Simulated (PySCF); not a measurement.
# [Er(H2O)3]3+: other functionals and bases at one geometry

Aim: see how levels, charges and forces of [Er(H2O)3]3+ depend on the level of theory. The species was built from a template and needn't be a known compound.

Method: several levels, as the steps say, no spin–orbit coupling; program: PySCF 2.14.0.

3 further runs of the same task are left out: 2 for a known fault of the program, 1 that didn't finish.

### 1 The system as given

10 atoms, charge 3, spin multiplicity 1.

Bond lengths: Er1–O2 2.231 Å, Er1–O5 2.231 Å, Er1–O8 2.231 Å, O2–H3 0.992 Å, O2–H4 0.992 Å, O5–H6 0.992 Å, O5–H7 0.992 Å, O8–H9 0.992 Å, O8–H10 0.992 Å. Angles: O2–Er1–O5 120.0°, O2–Er1–O8 120.0°, O5–Er1–O8 120.0°, Er1–O2–H3 128.7°, Er1–O2–H4 128.7°, H3–O2–H4 102.6°, Er1–O5–H6 128.7°, Er1–O5–H7 128.7°, H6–O5–H7 102.6°, Er1–O8–H9 128.7°, Er1–O8–H10 128.7°, H9–O8–H10 102.6°.

Geometry (Å):

```xyz
10

Er    0.0000    0.0000    0.0000
O     2.2305    0.0000    0.0000
H     2.8507    0.7457    0.2068
H     2.8507   -0.7457   -0.2068
O    -1.1153    1.9317    0.0000
H    -2.0712    2.0959    0.2068
H    -0.7795    2.8417   -0.2068
O    -1.1152   -1.9317    0.0000
H    -0.7795   -2.8417    0.2068
H    -2.0712   -2.0959   -0.2068
```

Formal oxidation states: Er +3. Each metal's 11 4f electrons lie in its core potential, so multiplicities, spins and levels count the valence alone. An earlier session relaxed this geometry at r2SCAN, Er lcecp-1-SVP with ECP57, O def2-SVP, H def2-SVP (singlet, point group D3).

At r2SCAN on the finer grid: E = -266.173907 Eh, HOMO -24.01 eV, LUMO -17.49 eV, Mulliken charge on Er1 +1.94 e, largest force component 0.044 eV/Å. 

Levels to run: BP86; HF; TPSSh; PBE0; r2SCAN, TZVP. Hardware: 2 threads of Arm Neoverse V1, shared host.

### 2 BP86

run.py (the lines that set the calculation)

```python
mol = gto.M(atom='''
Er     0.00000     0.00000     0.00000
O      2.23050     0.00001     0.00000
H      2.85071     0.74574     0.20677
H      2.85072    -0.74571    -0.20677
O     -1.11526     1.93167     0.00000
H     -2.07118     2.09592     0.20677
H     -0.77955     2.84165    -0.20677
O     -1.11524    -1.93168     0.00000
H     -0.77953    -2.84166     0.20677
H     -2.07117    -2.09594    -0.20677''',
    basis={'Er': 'lcecp-1-SVP', 'O': 'def2-SVP', 'H': 'def2-SVP'},
    ecp={'Er': 'lcecp-1-SVP'},
    charge=3, spin=0)
mf = dft.RKS(mol, xc='B88,P86')
mf.grids.atom_grid = (75, 302)  # f atoms: unpruned, at least (60, 302)
mf = mf.density_fit()  # fitting sets: Er AutoAux, O def2-universal-JKFIT, H def2-universal-JKFIT
mf.conv_tol = 1e-08; mf.max_cycle = 55
mf.kernel(dm0)  # dm0: the density of the relaxed state
```

Command:

```bash
$ OMP_NUM_THREADS=2 python run.py
```

The log of the run:

```text
init E= -266.320585973561
  HOMO = -0.865050458284173  LUMO = -0.663597636335181  gap/eV = 5.48181
cycle= 1 E= -266.321722148368  delta_E= -0.00114  |g|= 0.0645  |ddm|= 0.196
  HOMO = -0.88096269814577  LUMO = -0.653947178723691  gap/eV = 6.17741
cycle= 2 E= -266.318933811857  delta_E= 0.00279  |g|= 0.137  |ddm|= 0.153
  HOMO = -0.870761184662168  LUMO = -0.657866356311936  gap/eV = 5.79316
cycle= 3 E= -266.322701205998  delta_E= -0.00377  |g|= 0.00669  |ddm|= 0.0895
  HOMO = -0.870916169702461  LUMO = -0.659417949601367  gap/eV = 5.75516
cycle= 4 E= -266.322718194419  delta_E= -1.7e-05  |g|= 0.000969  |ddm|= 0.0103
  HOMO = -0.870823324664836  LUMO = -0.659421795125782  gap/eV = 5.75253
cycle= 5 E= -266.3227183746  delta_E= -1.8e-07  |g|= 7.28e-05  |ddm|= 0.000643
  HOMO = -0.870817401199226  LUMO = -0.659414115477766  gap/eV = 5.75258
cycle= 6 E= -266.322718375537  delta_E= -9.37e-10  |g|= 3.51e-06  |ddm|= 6.14e-05
  HOMO = -0.870817799663306  LUMO = -0.659413207324483  gap/eV = 5.75261
Extra cycle  E= -266.322718375535  delta_E= 1.93e-12  |g|= 4.92e-06  |ddm|= 7.37e-06
converged SCF energy = -266.322718375535
```

Wall time 5.7 s (2 threads of Arm Neoverse V1, shared host).

Read off: E = -266.322718 Eh, HOMO -23.70 eV, LUMO -17.94 eV, Mulliken charge on Er1 +1.82 e, largest force component 0.501 eV/Å. 

### 3 HF

run.py (the lines that set the calculation): that of step 2 with these lines changed.

```diff
@@ -14,4 +14,3 @@
     charge=3, spin=0)
-mf = dft.RKS(mol, xc='B88,P86')
-mf.grids.atom_grid = (75, 302)  # f atoms: unpruned, at least (60, 302)
+mf = scf.RHF(mol)
 mf = mf.density_fit()  # fitting sets: Er AutoAux, O def2-universal-JKFIT, H def2-universal-JKFIT
```

Command:

```bash
$ OMP_NUM_THREADS=2 python run.py
```

The log of the run:

```text
init E= -264.710677230251
  HOMO = -1.11005739040812  LUMO = -0.496711194377589  gap/eV = 16.69000
cycle= 1 E= -264.734866548504  delta_E= -0.0242  |g|= 0.0528  |ddm|= 0.373
  HOMO = -1.10957449013017  LUMO = -0.51199922045712  gap/eV = 16.26085
cycle= 2 E= -264.735872090252  delta_E= -0.00101  |g|= 0.0109  |ddm|= 0.0706
  HOMO = -1.11070738417053  LUMO = -0.511898932586284  gap/eV = 16.29441
cycle= 3 E= -264.735952159466  delta_E= -8.01e-05  |g|= 0.00449  |ddm|= 0.0194
  HOMO = -1.11004053535876  LUMO = -0.51231809157153  gap/eV = 16.26486
cycle= 4 E= -264.735958355266  delta_E= -6.2e-06  |g|= 0.00131  |ddm|= 0.00479
  HOMO = -1.11039784838478  LUMO = -0.512480763104055  gap/eV = 16.27015
cycle= 5 E= -264.735959288014  delta_E= -9.33e-07  |g|= 0.000346  |ddm|= 0.00187
  HOMO = -1.11042046994776  LUMO = -0.512446831056014  gap/eV = 16.27169
cycle= 6 E= -264.735959367914  delta_E= -7.99e-08  |g|= 6.21e-05  |ddm|= 0.000637
  HOMO = -1.11043120459477  LUMO = -0.512446010551567  gap/eV = 16.27201
cycle= 7 E= -264.735959370108  delta_E= -2.19e-09  |g|= 9.62e-06  |ddm|= 9.73e-05
  HOMO = -1.11043161648995  LUMO = -0.512446327628481  gap/eV = 16.27201
Extra cycle  E= -264.735959370151  delta_E= -4.3e-11  |g|= 3.61e-06  |ddm|= 9.99e-06
converged SCF energy = -264.735959370151
```

It took 2.6 s on 2 threads of Arm Neoverse V1, shared host.

Read off: E = -264.735959 Eh, HOMO -30.22 eV, LUMO -13.94 eV, Mulliken charge on Er1 +2.25 e, largest force component 1.544 eV/Å. 

### 4 TPSSh

run.py (the lines that set the calculation): that of step 3 with these lines changed.

```diff
@@ -14,3 +14,4 @@
     charge=3, spin=0)
-mf = scf.RHF(mol)
+mf = dft.RKS(mol, xc='TPSSH')
+mf.grids.atom_grid = (75, 302)  # f atoms: unpruned, at least (60, 302)
 mf = mf.density_fit()  # fitting sets: Er AutoAux, O def2-universal-JKFIT, H def2-universal-JKFIT
```

Command:

```bash
$ OMP_NUM_THREADS=2 python run.py
```

The log of the run:

```text
init E= -266.260920750204
  HOMO = -0.896078397585559  LUMO = -0.642443108074726  gap/eV = 6.90177
cycle= 1 E= -266.261573854058  delta_E= -0.000653  |g|= 0.00452  |ddm|= 0.0611
  HOMO = -0.897472962156491  LUMO = -0.643088592659357  gap/eV = 6.92215
cycle= 2 E= -266.261573029553  delta_E= 8.25e-07  |g|= 0.00527  |ddm|= 0.00636
  HOMO = -0.896832538710428  LUMO = -0.6429493294075  gap/eV = 6.90851
cycle= 3 E= -266.261577721027  delta_E= -4.69e-06  |g|= 0.00115  |ddm|= 0.00356
  HOMO = -0.896909077616149  LUMO = -0.642793907439788  gap/eV = 6.91483
cycle= 4 E= -266.261577991703  delta_E= -2.71e-07  |g|= 0.000225  |ddm|= 0.00122
  HOMO = -0.896906293065448  LUMO = -0.642841862705398  gap/eV = 6.91345
cycle= 5 E= -266.261578006513  delta_E= -1.48e-08  |g|= 1.2e-05  |ddm|= 0.000293
  HOMO = -0.896906894542657  LUMO = -0.642842051040878  gap/eV = 6.91346
cycle= 6 E= -266.261578006538  delta_E= -2.52e-11  |g|= 1.89e-06  |ddm|= 1.09e-05
  HOMO = -0.896907265205859  LUMO = -0.642841639467387  gap/eV = 6.91348
Extra cycle  E= -266.261578006538  delta_E= 1.71e-13  |g|= 2.94e-06  |ddm|= 3.77e-06
converged SCF energy = -266.261578006538
```

Wall time 8.3 s (2 threads of Arm Neoverse V1, shared host).

Result: E = -266.261578 Eh, HOMO -24.41 eV, LUMO -17.49 eV, Mulliken charge on Er1 +1.92 e, largest force component 0.135 eV/Å. 

### 5 PBE0

run.py (the lines that set the calculation): that of step 4 with these lines changed.

```diff
@@ -14,3 +14,3 @@
     charge=3, spin=0)
-mf = dft.RKS(mol, xc='TPSSH')
+mf = dft.RKS(mol, xc='PBE0')
 mf.grids.atom_grid = (75, 302)  # f atoms: unpruned, at least (60, 302)
```

Command:

```bash
$ OMP_NUM_THREADS=2 python run.py
```

The log of the run:

```text
init E= -266.022353226539
  HOMO = -0.934142201021724  LUMO = -0.629553552240595  gap/eV = 8.28828
cycle= 1 E= -266.023083259219  delta_E= -0.00073  |g|= 0.0108  |ddm|= 0.0751
  HOMO = -0.935836896962647  LUMO = -0.633434608320551  gap/eV = 8.22879
cycle= 2 E= -266.023102283335  delta_E= -1.9e-05  |g|= 0.00732  |ddm|= 0.0214
  HOMO = -0.934717745409861  LUMO = -0.632351253171673  gap/eV = 8.22781
cycle= 3 E= -266.023111339932  delta_E= -9.06e-06  |g|= 0.0025  |ddm|= 0.00611
  HOMO = -0.934977676300444  LUMO = -0.632135372393379  gap/eV = 8.24076
cycle= 4 E= -266.02311257279  delta_E= -1.23e-06  |g|= 0.000474  |ddm|= 0.00212
  HOMO = -0.934950780285102  LUMO = -0.632193038258366  gap/eV = 8.23846
cycle= 5 E= -266.023112621499  delta_E= -4.87e-08  |g|= 3.61e-05  |ddm|= 0.000446
  HOMO = -0.934950456627908  LUMO = -0.632199549279623  gap/eV = 8.23827
cycle= 6 E= -266.023112621857  delta_E= -3.57e-10  |g|= 2.84e-06  |ddm|= 5.93e-05
  HOMO = -0.934950227885352  LUMO = -0.632199315877561  gap/eV = 8.23827
Extra cycle  E= -266.023112621861  delta_E= -4.43e-12  |g|= 1.02e-06  |ddm|= 4.48e-06
converged SCF energy = -266.023112621861
```

Wall time 5.2 s (2 threads of Arm Neoverse V1, shared host).

It gives: E = -266.023113 Eh, HOMO -25.44 eV, LUMO -17.20 eV, Mulliken charge on Er1 +1.95 e, largest force component 0.122 eV/Å. 

### 6 r2SCAN, TZVP

Basis: Er lcecp-1-TZVP with ECP57, O def2-TZVP, H def2-TZVP. 

run.py (the lines that set the calculation): that of step 5 with these lines changed.

```diff
@@ -11,6 +11,6 @@
 H     -2.07117    -2.09594    -0.20677''',
-    basis={'Er': 'lcecp-1-SVP', 'O': 'def2-SVP', 'H': 'def2-SVP'},
-    ecp={'Er': 'lcecp-1-SVP'},
+    basis={'Er': 'lcecp-1-TZVP', 'O': 'def2-TZVP', 'H': 'def2-TZVP'},
+    ecp={'Er': 'lcecp-1-TZVP'},
     charge=3, spin=0)
-mf = dft.RKS(mol, xc='PBE0')
+mf = dft.RKS(mol, xc='R2SCAN')
 mf.grids.atom_grid = (75, 302)  # f atoms: unpruned, at least (60, 302)
@@ -18,2 +18,2 @@
 mf.conv_tol = 1e-08; mf.max_cycle = 55
-mf.kernel(dm0)  # dm0: the density of the relaxed state
+mf.kernel(dm0)  # dm0: free metal ions and neutral atoms
```

Command:

```bash
$ OMP_NUM_THREADS=2 python run.py
```

The log of the run:

```text
init E= -257.307439573514
  HOMO = -1.34423389215637  LUMO = -0.734610428920402  gap/eV = 16.58870
cycle= 1 E= -264.347362011587  delta_E= -7.04  |g|= 3.76  |ddm|= 2.49
  HOMO = -0.633063469612506  LUMO = -0.508845147525355  gap/eV = 3.38015
cycle= 2 E= -251.888800978726  delta_E= 12.5  |g|= 6.86  |ddm|= 4.87
  HOMO = -0.902082982069765  LUMO = -0.496336667187929  gap/eV = 11.04092
cycle= 3 E= -266.148063801627  delta_E= -14.3  |g|= 1.01  |ddm|= 4.69
  HOMO = -0.902553265438418  LUMO = -0.658859296268151  gap/eV = 6.63125
cycle= 4 E= -266.433841930539  delta_E= -0.286  |g|= 0.274  |ddm|=  1.4
  HOMO = -0.875640241243433  LUMO = -0.634810990126313  gap/eV = 6.55330
cycle= 5 E= -266.448162489695  delta_E= -0.0143  |g|= 0.0547  |ddm|= 0.221
  HOMO = -0.880984190491119  LUMO = -0.641082276528803  gap/eV = 6.52806
cycle= 6 E= -266.448732957032  delta_E= -0.00057  |g|= 0.00702  |ddm|= 0.0327
  HOMO = -0.881839034280286  LUMO = -0.641279913162532  gap/eV = 6.54595
cycle= 7 E= -266.448741650835  delta_E= -8.69e-06  |g|= 0.000837  |ddm|= 0.00593
  HOMO = -0.881750742928599  LUMO = -0.64116795548376  gap/eV = 6.54659
cycle= 8 E= -266.448741769897  delta_E= -1.19e-07  |g|= 0.000183  |ddm|= 0.000725
  HOMO = -0.881756484344939  LUMO = -0.641181929345886  gap/eV = 6.54637
cycle= 9 E= -266.448741773951  delta_E= -4.05e-09  |g|= 0.00012  |ddm|= 0.000131
  HOMO = -0.881759115346653  LUMO = -0.641187799865884  gap/eV = 6.54628
cycle= 10 E= -266.448741776461  delta_E= -2.51e-09  |g|= 3.72e-06  |ddm|= 5.51e-05
  HOMO = -0.881759403330259  LUMO = -0.641186869014643  gap/eV = 6.54631
Extra cycle  E= -266.448741776459  delta_E= 1.65e-12  |g|= 5.63e-06  |ddm|= 5.67e-06
converged SCF energy = -266.448741776459
```

Run time: 24 s. Hardware: 2 threads of Arm Neoverse V1, shared host.

Read off: E = -266.448742 Eh, HOMO -23.99 eV, LUMO -17.45 eV, Mulliken charge on Er1 +2.21 e, largest force component 0.278 eV/Å. 

### 7 All levels side by side

| level | state | HOMO (eV) | gap (eV) | charge on Er1 (e) | dipole (D) | largest force (eV/Å) | basis functions | time |
| --- | --- | --- | --- | --- | --- | --- | --- | --- |
| r2SCAN (relaxed here) | singlet | -24.01 | 6.53 | 1.94 | 0.00 | 0.04 | 105 | 33 s |
| BP86 | singlet | -23.70 | 5.75 | 1.82 | 0.00 | 0.50 | 105 | 5.7 s |
| HF | singlet | -30.22 | 16.27 | 2.25 | 0.00 | 1.54 | 105 | 2.6 s |
| TPSSh | singlet | -24.41 | 6.91 | 1.92 | 0.00 | 0.13 | 105 | 8.3 s |
| PBE0 | singlet | -25.44 | 8.24 | 1.95 | 0.00 | 0.12 | 105 | 5.2 s |
| r2SCAN, TZVP | singlet | -23.99 | 6.55 | 2.21 | 0.00 | 0.28 | 176 | 24 s |

Times are on 2 threads of Arm Neoverse V1, shared host; the first row also made further properties. The dipole of a charged species depends on the origin, so these sizes hold for this origin alone.

In one basis the HOMO–LUMO gap runs from 5.75 eV (BP86) to 16.27 eV (HF). The largest leftover force, 1.54 eV/Å with HF, stands at a geometry relaxed at another level. The Mulliken charge on Er spans +1.82 to +2.25 e over the levels. With 4f in the core, its levels are missing from HOMO and gap. Total energies of different levels can't be compared. Spin–orbit coupling is left out throughout.
